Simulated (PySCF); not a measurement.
# C3H3Br: magnetic properties

What do calculations give for the magnetic properties of C3H3Br (`BrC1C=C1`)?

Computed with PySCF 2.14.0 and routines of our own; the level stands in each step. Atoms count from 0.

### Step 1. The system as given

7 atoms, charge 0, multiplicity 1; geometry from: GFN2-xTB.

### Step 2. Optimising the geometry at PBE0-D3(BJ)/def2-SVP

The job: settings as JSON, then the geometry in Å.

```
{"job": {"xc": "PBE0", "basis": "def2-SVP", "d3": "d3bj", "grid": 1, "kind": "geom"}, "charge": 0, "multiplicity": 1}
Br     2.009191    -0.270667    -1.122259
C      0.593861    -0.158671     0.251316
C     -0.803702    -0.488298    -0.109176
C     -0.537003     0.777551     0.062698
H      1.034049    -0.382133     1.212534
H     -1.470222    -1.272607    -0.369475
H     -0.822840     1.799728     0.047284
```

Run with:

```
$ OMP_NUM_THREADS=1 python excited_run.py task.json out
```

The driver reads the jobs from task.json and runs them one after another.

Log:

```text
step   0  E = -2689.35453352  max force = 0.022833
step   1  E = -2689.35584503  max force = 0.003395
step   2  E = -2689.35587262  max force = 0.000756
step   3  E = -2689.35587577  max force = 0.000618
step   4  E = -2689.35587826  max force = 0.000244
optimisation converged
```

It took 9.6 s on 1 thread of Arm Neoverse V1, shared host; peak memory 0.46 GiB.

Step by step:

```csv
step,energy from step 0 (eV),largest force component (eV/Å)
0,0.0000,1.1741
1,-0.0357,0.1746
2,-0.0364,0.0389
3,-0.0365,0.0318
4,-0.0366,0.0125
```

Close pairs (by a distance rule), those that changed most:

```
  bond  before (Å)  after (Å)  change (Å)
 C3–H6       1.062      1.087      +0.025
 C2–H5       1.062      1.087      +0.025
 C1–H4       1.081      1.096      +0.016
 C1–C2       1.480      1.468      -0.013
 C1–C3       1.480      1.468      -0.012
Br0–C1       1.975      1.967      -0.008
 C2–C3       1.305      1.305      +0.000
```

The next job starts from the end point, and lists it.

```
                         at the end point                 value
  point group (found at 0.08 Å tolerance)                    Cs
rotational constants (GHz, main isotopes)  20.868, 2.619, 2.534
                        dipole moment (D)                  2.76
```

### Step 3. Magnetic properties: GIAO CAM-B3LYP/aug-pcSseg-1

The job: settings as JSON, then the geometry in Å.

```
{"job": {"kind": "mag", "xc": "CAM-B3LYP", "basis": "aug-pcSseg-1", "isotopologues": 4}, "charge": 0, "multiplicity": 1}
Br     1.990316    -0.197071    -1.153605
C      0.596899    -0.145708     0.234170
C     -0.785075    -0.509607    -0.099990
C     -0.548828     0.759986     0.088368
H      1.083610    -0.378072     1.188536
H     -1.459485    -1.318394    -0.368463
H     -0.878214     1.795604     0.089757
```

Method: GIAO CAM-B3LYP/aug-pcSseg-1 magnetisability, rotational g tensor and spin-rotation constants, non-relativistic, gas phase.

Log:

```text
coarse grid: 30288 points
cycle   1  E = -2689.9356460450  dE = -5.389e-01  |g| = 7.187e-01  |ddm| = 4.032e+00
cycle   2  E = -2689.9537165822  dE = -1.807e-02  |g| = 3.222e-01  |ddm| = 8.596e-01
cycle   3  E = -2689.9616758809  dE = -7.959e-03  |g| = 9.280e-02  |ddm| = 3.653e-01
cycle   4  E = -2689.9634976512  dE = -1.822e-03  |g| = 2.900e-02  |ddm| = 1.755e-01
cycle   5  E = -2689.9636777076  dE = -1.801e-04  |g| = 4.188e-03  |ddm| = 4.225e-02
cycle   6  E = -2689.9636827354  dE = -5.028e-06  |g| = 1.924e-03  |ddm| = 1.381e-02
final grid: 62816 points
cycle   7  E = -2689.9636409966  dE = -4.937e-07  |g| = 1.994e-03  |ddm| = 8.888e-03
cycle   8  E = -2689.9636410182  dE = -2.154e-08  |g| = 2.151e-03  |ddm| = 4.824e-03
cycle   9  E = -2689.9636415607  dE = -5.426e-07  |g| = 1.191e-04  |ddm| = 2.384e-03
cycle  10  E = -2689.9636415651  dE = -4.345e-09  |g| = 5.499e-05  |ddm| = 3.444e-04
cycle  11  E = -2689.9636415665  dE = -1.421e-09  |g| = 1.726e-05  |ddm| = 1.996e-04
cycle  12  E = -2689.9636415667  dE = -1.578e-10  |g| = 3.074e-06  |ddm| = 7.071e-05
converged SCF energy = -2689.9636415667

Magnetisability tensor (1e-30 J/T^2)
     -881.58       10.86      153.71
       10.86     -706.27       27.98
      153.71       27.98    -1083.37
isotropic -890.41   principal values   -1167.17   -803.90   -700.15
isotropic susceptibility -53.622 1e-6 cm^3/mol

Inertial axes            a          b          c
rot. const./GHz     20.8679     2.6195     2.5335
chi total           -62.532    -42.164    -56.168
chi diamagnetic    -131.921   -491.269   -506.790
chi paramagnetic     69.389    449.105    450.621
quadrupole/D A        2.610      0.307     -2.917
g nuclear            0.6804     0.5293     0.5327
g electronic        -0.6803    -0.5527    -0.5363
g total              0.0001    -0.0234    -0.0037

Spin-rotation constants (kHz, H = +C I.J)
atom  isotope        aa         bb         cc
  0   79Br        4.836      7.645      5.129
  4     1H       -2.163     -0.233      0.120
  5     1H       -1.387      0.125     -0.203
  6     1H       -1.404      0.128     -0.203
  1    13C*       2.998      0.598      0.388
  2    13C*       7.252      0.883      0.676
* in the singly substituted isotopologue

Isotopologues: g along a, b, c
2H    at 4,5,6             -0.0008    -0.0219    -0.0035
81Br  at 0                  0.0002    -0.0231    -0.0036
13C   at 1                  0.0008    -0.0233    -0.0038
13C   at 2                 -0.0004    -0.0230    -0.0037
```

Wall time 17 s (1 thread of Arm Neoverse V1, shared host); peak memory 0.83 GiB.

In short:

| quantity | value |
| --- | --- |
| magnetisability | -890·10⁻³⁰ J/T² |
| molar susceptibility | -53.6·10⁻⁶ cm³/mol |
| rotational g (a, b, c) | 0.0001, -0.0234, -0.0037 |

### Step 4. Magnetic properties: GIAO OPBE/pcSseg-0

Settings changed since step 3:

```diff
@@ -1,2 +1,2 @@
-{"job": {"kind": "mag", "xc": "CAM-B3LYP", "basis": "aug-pcSseg-1", "isotopologues": 4}, "charge": 0, "multiplicity": 1}
+{"job": {"kind": "mag", "xc": "OPBE", "basis": "pcSseg-0", "scf": {"level_shift": 2.0, "max_cycle": 74}}, "charge": 0, "multiplicity": 1}
 Br     1.990316    -0.197071    -1.153605
```

With the program's defaults for keys left out, this is: GIAO OPBE/pcSseg-0 magnetisability, rotational g tensor and spin-rotation constants, non-relativistic, gas phase.

Log:

```text
final grid: 62816 points
cycle   1  E = -2687.5218697746  dE = -1.035e+00  |g| = 7.520e-01  |ddm| = 2.652e+00
cycle   2  E = -2687.6667737226  dE = -1.449e-01  |g| = 3.650e-01  |ddm| = 6.153e-01
cycle   3  E = -2687.6990547855  dE = -3.228e-02  |g| = 2.648e-01  |ddm| = 2.880e-01
cycle   4  E = -2687.7165404115  dE = -1.749e-02  |g| = 1.963e-01  |ddm| = 2.046e-01
cycle   5  E = -2687.7257013824  dE = -9.161e-03  |g| = 1.545e-01  |ddm| = 1.427e-01
cycle   6  E = -2687.7311817791  dE = -5.480e-03  |g| = 1.251e-01  |ddm| = 1.091e-01
cycle   7  E = -2687.7345273043  dE = -3.346e-03  |g| = 1.043e-01  |ddm| = 8.351e-02
cycle   8  E = -2687.7367576398  dE = -2.230e-03  |g| = 8.766e-02  |ddm| = 6.683e-02
cycle   9  E = -2687.7382352950  dE = -1.478e-03  |g| = 7.504e-02  |ddm| = 5.444e-02
cycle  10  E = -2687.7392848499  dE = -1.050e-03  |g| = 6.464e-02  |ddm| = 4.569e-02
[... 54 cycles left out ...]
cycle  65  E = -2687.7421904032  dE = -2.078e-09  |g| = 9.618e-05  |ddm| = 5.117e-05
cycle  66  E = -2687.7421904049  dE = -1.690e-09  |g| = 8.686e-05  |ddm| = 4.627e-05
cycle  67  E = -2687.7421904063  dE = -1.414e-09  |g| = 7.850e-05  |ddm| = 4.226e-05
cycle  68  E = -2687.7421904074  dE = -1.156e-09  |g| = 7.108e-05  |ddm| = 3.725e-05
cycle  69  E = -2687.7421904084  dE = -9.491e-10  |g| = 6.434e-05  |ddm| = 3.402e-05
cycle  70  E = -2687.7421904092  dE = -7.858e-10  |g| = 5.831e-05  |ddm| = 3.085e-05
cycle  71  E = -2687.7421904098  dE = -6.453e-10  |g| = 5.289e-05  |ddm| = 2.767e-05
cycle  72  E = -2687.7421904104  dE = -5.402e-10  |g| = 4.794e-05  |ddm| = 2.515e-05
cycle  73  E = -2687.7421904108  dE = -4.429e-10  |g| = 4.354e-05  |ddm| = 2.300e-05
cycle  74  E = -2687.7421904112  dE = -3.529e-10  |g| = 3.957e-05  |ddm| = 2.065e-05
SCF not converged, last energy = -2687.7421904112
```

It took 14 s on 1 thread of Arm Neoverse V1, shared host; peak memory 0.37 GiB.

Why it failed: The energy still falls at cycle 74 (gradient 4.0e-05): so large a level shift slows each step until the cap is reached. The remedy is to lower it to 0.1 to 0.3, or drop it. Numbers printed on the way are no properties of the molecule.

### Step 5. Outcome

| quantity | value |
| --- | --- |
| point group | Cs |
| rotational constants (main isotopes) | 20.87, 2.62, 2.53 GHz |
| magnetisability (step 3, GIAO CAM-B3LYP/aug-pcSseg-1) | -890·10⁻³⁰ J/T² |
| molar susceptibility (step 3, GIAO CAM-B3LYP/aug-pcSseg-1) | -53.6·10⁻⁶ cm³/mol |
| rotational g (a, b, c) (step 3, GIAO CAM-B3LYP/aug-pcSseg-1) | 0.0001, -0.0234, -0.0037 |
| runs | 1 failed, 0 ended on unsound input |

What this shows: Relaxing lowered the energy by 0.037 eV in 4 steps; the close pair that moved most is C3–H6, from 1.062 to 1.087 Å. No frequency check was run at this level, so the end point may be a saddle. Steps that list no spin-orbit terms leave them out, which matters at and beside the heavy atoms. Vibrational averaging and real surroundings are missing from these values.
